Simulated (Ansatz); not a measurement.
# Ag3SnSe: the cost of one run

Program: Ansatz 0.2.0. Level of theory: DFT PBE, scalar-relativistic, plane waves, PAW. These are calculated values, not measurements.

## Step 1: Starting point

The structure is hexagonal, space group P6/mmm (No. 191). Conventional cell: a = 5.140 Å, b = 5.140 Å, c = 6.197 Å, α = 90.00°, β = 90.00°, γ = 120.00°. Around Ag (site symmetry mmm) lie 2 Se at 2.57 Å and 4 Ag at 2.57 Å. Sn (site symmetry 6/mmm) is surrounded by 2 Se at 3.10 Å. Around Se (site symmetry 6/mmm) lie 6 Ag at 2.57 Å and 2 Sn at 3.10 Å.

Structure file:

```cif
data_structure
_symmetry_space_group_name_H-M 'P 1'
_symmetry_Int_Tables_number 1
_cell_length_a 5.1402
_cell_length_b 5.1402
_cell_length_c 6.1969
_cell_angle_alpha 90.000
_cell_angle_beta 90.000
_cell_angle_gamma 120.000
_cell_volume 141.79
loop_
_atom_site_label
_atom_site_type_symbol
_atom_site_fract_x
_atom_site_fract_y
_atom_site_fract_z
_atom_site_occupancy
Ag1 Ag 0.50000 0.00000 0.50000 1
Ag2 Ag 0.00000 0.50000 0.50000 1
Ag3 Ag 0.50000 0.50000 0.50000 1
Sn1 Sn 0.00000 0.00000 0.00000 1
Se1 Se 0.00000 0.00000 0.50000 1
```

A structure generator made this guess: random cell by space group and Wyckoff sites (P6/mmm, No. 191). Its size is a rough estimate.

## Step 2: A first look at the guess

Contents of input.yaml:

```yaml
crystal:
  lattice:
    - [5.14015792, 0.0, 0.0]
    - [-2.57007896, 4.45150734, 0.0]
    - [0.0, 0.0, 6.19692404]
  atoms:
    - { symbol: Ag, position: [0.5, 0.0, 0.5] }
    - { symbol: Ag, position: [0.0, 0.5, 0.5] }
    - { symbol: Ag, position: [0.5, 0.5, 0.5] }
    - { symbol: Sn, position: [0.0, 0.0, 0.0] }
    - { symbol: Se, position: [0.0, 0.0, 0.5] }
basis:
  ecutwfc: 420
kpoints:
  mp_grid: { grid: [6, 6, 4] }
hamiltonian:
  xc: pbe
scf:
  occupations: { method: gaussian, width: 0.1 }
  lower_state_search: "off"
output:
  forces: true
  stress: true
  eigenvalues: true
```

Started as:

```sh
> ansatz run input.yaml --threads 1 --pin off --max-ram 2560MiB --backend cpu --events-out ev --progress --plain --runs-dir out
```

**Question.** How long does this run take on 1 thread of Intel Xeon 6975P-C (Granite Rapids), shared host, and how much memory does it need?

About 3.9 s, with a peak of 0.57 GiB.
